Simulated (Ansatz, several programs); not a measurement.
La2O3, A-La2O3 type, relaxed with r2SCAN in Ansatz (plane waves, PAW): space group P-3m1 (No. 164), trigonal; conventional cell a = 3.935 Å, c = 6.126 Å, 16.43 Å³ an atom. Around La lie 7 O at 2.37–2.73 Å; around O lie 6 La at 2.73 Å; around O lie 4 La at 2.37–2.45 Å. The cell was then scaled with its shape and fractional coordinates held, which makes it stiffer than a relaxed compression. All values are calculated for a non-magnetic cell, which may be hypothetical.

| V (Å³/atom) | E (meV/atom) |
| --- | --- |
| 15.445 | 28.71 |
| 16.431 | 0.00 |
| 16.924 | 6.02 |
| 17.417 | 23.03 |

**Question.** Pass a cubic E = c₀ + c₁u + c₂u² + c₃u³, with u = V − 16.554 Å³, through these points.

**Answer.** c₀ = 0.37, c₁ = +6.173, c₂ = 25.612, c₃ = -2.7054 (meV and Å³).

**Question.** Where is the minimum, and what bulk modulus follows?

**Answer.** dE/du = 0 at u = -0.118, so V₀ = 16.44 Å³. B = V₀ d²E/dV² = 16.44 × (2c₂ + 6c₃u) = 16.44 × 53.143 = 873 meV/Å³, and 1 meV/Å³ is 0.16022 GPa: 140 GPa. A third-order Birch-Murnaghan fit to all five points gives 16.43 Å³ and 139 GPa.

**Question.** Predict the energy and the pressure at the withheld volume, 15.938 Å³.

**Answer.** With u = -0.616: E ≈ 6.92 meV and P = −dE/dV ≈ +4.56 GPa. The run gives 6.82 meV and, from its stress, +4.54 GPa.
